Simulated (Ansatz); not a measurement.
Relaxation of a periodic cell of 37 atoms, AlSi₁₂O₂₄ (host SiO2, host structure P3_221, interstitial Al), to a largest force component of 0.03 eV/Å in at most 60 steps.

Method: Ansatz 0.2.0, DFT PBE-D3(BJ), scalar-relativistic, plane waves, PAW. Settings: PAW set soft_1, cutoff 420 eV, k mesh 2x2x2, fermi-dirac smearing 0.05 eV, spin collinear.

```xyz
37
Lattice="-2.4562 4.2543 5.4039 4.9124 0.0000 5.4039 4.9124 8.5085 0.0000" Properties=species:S:1:pos:R:3:forces:R:3
Si 7.222 8.509 3.603 1.06 1.34 -0.10
Si 3.758 2.000 7.205 -2.13 3.76 -0.06
Si 1.302 2.254 0.000 1.35 0.40 -1.21
O 6.289 9.646 4.245 -0.40 -0.08 0.14
O 0.783 4.878 7.848 0.58 -0.48 0.13
O 0.297 6.748 6.047 0.02 0.42 -0.19
O 0.297 1.761 1.159 -0.61 1.03 0.19
O 3.833 3.117 8.364 -0.48 -0.35 0.03
O 0.783 3.631 4.761 0.25 0.20 0.09
Si 4.766 4.254 3.603 -0.23 0.03 0.05
Si 6.214 6.254 7.205 0.06 -0.05 -0.09
Si 3.758 6.509 0.000 -1.65 -0.35 0.10
O 3.833 5.392 4.245 -0.37 -0.06 -0.10
O 3.239 9.132 7.848 0.39 -0.13 -0.38
O 2.753 11.002 6.047 1.45 -0.91 -1.53
O 2.753 6.015 1.159 0.14 -0.70 -0.12
O 6.289 7.371 8.364 -0.39 0.24 0.21
O 3.239 7.885 4.761 0.08 0.70 0.17
Si -0.147 4.254 3.603 0.32 0.26 0.14
Si 1.302 6.254 7.205 0.03 -0.04 0.05
Si 3.758 6.509 5.404 -0.04 -0.27 -0.01
O 3.833 5.392 9.649 -0.59 0.13 -0.22
O 0.783 4.878 2.444 0.12 -0.44 -0.11
O 5.209 6.748 6.047 0.24 0.41 -0.18
O 2.753 6.015 6.562 0.24 -0.32 0.14
O 3.833 3.117 2.960 -0.40 0.02 0.19
O 5.695 3.631 4.761 0.23 0.23 0.31
Si 2.309 8.509 3.603 -0.87 -1.16 1.14
Si 3.758 10.508 7.205 1.56 -2.87 0.01
Si 1.302 2.254 5.404 -0.15 0.27 -0.07
O 6.289 9.646 9.649 -0.25 0.14 -0.19
O 3.239 9.132 2.444 -0.71 1.04 -0.16
O 2.753 2.493 6.047 0.47 0.23 0.02
O 5.209 10.269 6.562 0.04 -0.39 0.32
O 6.289 7.371 2.960 0.07 -1.82 1.54
O 8.151 7.885 4.761 0.13 0.31 -0.19
Al 0.075 -0.113 1.820 0.43 -0.74 -0.05
```

Q: Where does it end, and by what steps?

A: The run converged. Limits of this set-up: coarse k mesh, a small cell, in which the defect meets its images, a typed lattice constant that wasn't relaxed here. After 19 steps the energy has fallen by 4.117 eV; O15 moved furthest, 0.64 Å. Parted: O15–Al37 (2.04 → 2.71 Å), O35–Al37 (2.01 → 2.63 Å).

```
step  energy less start (eV)  largest force component (eV/Å)  accepted
   0                  0.0000                           3.756       yes
   1                 -1.4499                           2.124       yes
   2                 -2.9476                           0.868       yes
   3                 -3.5721                           0.669       yes
   4                 -3.7528                           0.376       yes
   5                 -3.8763                           0.545       yes
   6                 -3.9724                           0.863       yes
   7                 -4.0305                           0.248       yes
   8                 -4.0729                           0.169       yes
   9                 -4.0886                           0.126       yes
  10                 -4.0854                           0.249        no
  11                 -4.1072                           0.084       yes
  12                 -4.0926                           0.290        no
  13                 -4.1131                           0.079       yes
  14                 -4.1149                           0.097       yes
  15                 -4.1162                           0.039       yes
  16                 -4.1162                           0.068       yes
  17                 -4.1169                           0.033       yes
  18                 -4.1161                           0.064        no
  19                 -4.1171                           0.010       yes
```

```xyz
37
Lattice="-2.4562 4.2543 5.4039 4.9124 0.0000 5.4039 4.9124 8.5085 0.0000" Properties=species:S:1:pos:R:3
Si 7.203 8.312 3.418
Si 3.520 2.434 7.207
Si 1.320 2.478 0.221
O 6.306 9.537 4.078
O 0.792 4.674 7.625
O 0.265 6.977 6.360
O 0.144 2.039 1.317
O 3.500 3.638 8.255
O 0.508 3.415 4.697
Si 4.823 4.137 3.626
Si 6.219 6.350 7.200
Si 3.890 6.694 0.200
O 3.842 5.354 4.067
O 3.339 8.713 7.770
O 3.073 10.485 5.855
O 2.765 5.996 1.227
O 6.233 7.613 8.233
O 3.300 7.869 4.569
Si -0.253 4.419 3.698
Si 1.350 6.152 7.258
Si 3.762 6.474 5.260
O 3.856 5.525 9.962
O 0.785 5.054 2.643
O 5.192 6.705 5.983
O 2.696 5.965 6.377
O 4.015 2.787 3.206
O 5.741 3.843 4.942
Si 2.212 8.678 3.660
Si 3.961 10.080 7.148
Si 1.265 2.109 5.271
O 6.189 9.728 9.788
O 3.222 9.504 2.566
O 2.681 2.674 5.867
O 5.467 9.917 6.558
O 6.484 6.864 3.019
O 8.222 7.933 4.641
Al -0.094 -0.022 1.781
```

Whether the end is a true minimum wasn't checked by a vibrational analysis.

Time of the run: 7 min on 4 threads of Intel(R) Xeon(R) Platinum 8259CL CPU @ 2.50GHz (Skylake/Cascade Lake), with other jobs on the host, peak memory 1.9 GiB.
